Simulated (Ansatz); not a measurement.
# CaPt (rocksalt type): how the settings move a single-point run

Question: which choices in the input matter for CaPt (rocksalt type)?

Computed with Ansatz 0.2.0 (reference: DFT, r2SCAN, PAW with Ansatz's default frozen-core files, scalar-relativistic, unless a step's input says otherwise).

**1. The structure to begin with**

It takes space group Fm-3m (No. 225, cubic). Conventional cell: a = 5.597 Å, b = 5.597 Å, c = 5.597 Å, α = 90.00°, β = 90.00°, γ = 90.00°. Ca (site symmetry m-3m) has 6 Pt at 2.80 Å as nearest neighbours. Pt (site symmetry m-3m) is surrounded by 6 Ca at 2.80 Å.

Coordinates:

```xyz
2
Lattice="0.0000 2.7984 2.7984 2.7984 0.0000 2.7984 2.7984 2.7984 0.0000" Properties=species:S:1:pos:R:3 pbc="T T T"
Ca    0.0000    0.0000    0.0000
Pt    2.7984    2.7984    2.7984
```

**2. The reference run**

File input.yaml:

```yaml
crystal:
  lattice:
    - [0.0, 2.7983914558, 2.7983914558]
    - [2.7983914558, 0.0, 2.7983914558]
    - [2.7983914558, 2.7983914558, 0.0]
  atoms:
    - { symbol: Ca, position: [0.0, 0.0, 0.0] }
    - { symbol: Pt, position: [0.5, 0.5, 0.5] }
kpoints:
  mp_grid: { grid: [12, 12, 12] }
  band_path:
    path:
      - [0.0, 0.0, 0.0]
      - [0.5, 0.0, 0.5]
      - [0.625, 0.25, 0.625]
      - [0.375, 0.375, 0.75]
      - [0.0, 0.0, 0.0]
      - [0.5, 0.5, 0.5]
      - [0.5, 0.25, 0.75]
      - [0.5, 0.0, 0.5]
    npoints: 14
scf:
  occupations: { method: fermi_dirac, width: 0.05 }
hamiltonian:
  xc: r2scan
  pseudopotentials: { kind: paw }
output:
  forces: true
  stress: true
  eigenvalues: true
  populations: true
  bader: true
  write_density: true
  write_potential: true
  elf: true
  volumetric_format: npy
```

Run with:

```bash
$ ansatz run input.yaml --threads 1 --pin off --max-ram 2048MiB --backend cpu --events-out ev --progress --plain --runs-dir out
```

**3. Variant: mp_grid.grid [18, 18, 18]**

Edit input.yaml of step 2 so:

```diff
@@ -9,3 +9,3 @@
 kpoints:
-  mp_grid: { grid: [12, 12, 12] }
+  mp_grid: { grid: [18, 18, 18] }
   band_path:
@@ -31,3 +31,2 @@
   populations: true
-  bader: true
   write_density: true
```

Q: Predict the outcome of this session. Wanted: for each run, ending; energy change; pressure; gap; force.

**Answer**, as computed:

```csv
run,ending,energy change,pressure (GPa),gap (eV),force (eV/Å),cycles,time
reference,converged,0,7.5,0.09,0.00,7,32 s
"1: mp_grid.grid [18, 18, 18]",converged,+0.1 meV/atom,7.5,0.09,0.00,7,42 s
```

Times don't compare one to one where runs were asked for different outputs or read a saved state (see the inputs); cycles may leave out searches for a lower state.

Residual by cycle in the longest SCF loop of each run; runs are numbered as in the table. The quantity is the density residual dr2, in eV.

```csv
cycle,reference,run 1
1,0.237,0.238
2,0.193,0.193
3,0.0025,0.00253
4,6.1e-4,6.3e-4
5,6.7e-5,7.0e-5
6,2.2e-7,2.3e-7
7,1.1e-8,1.3e-8
```

Changing the k-point mesh leaves the energy as it was (+0.1 meV/atom). The gap of the reference lacks spin-orbit coupling, though the cell holds Pt.
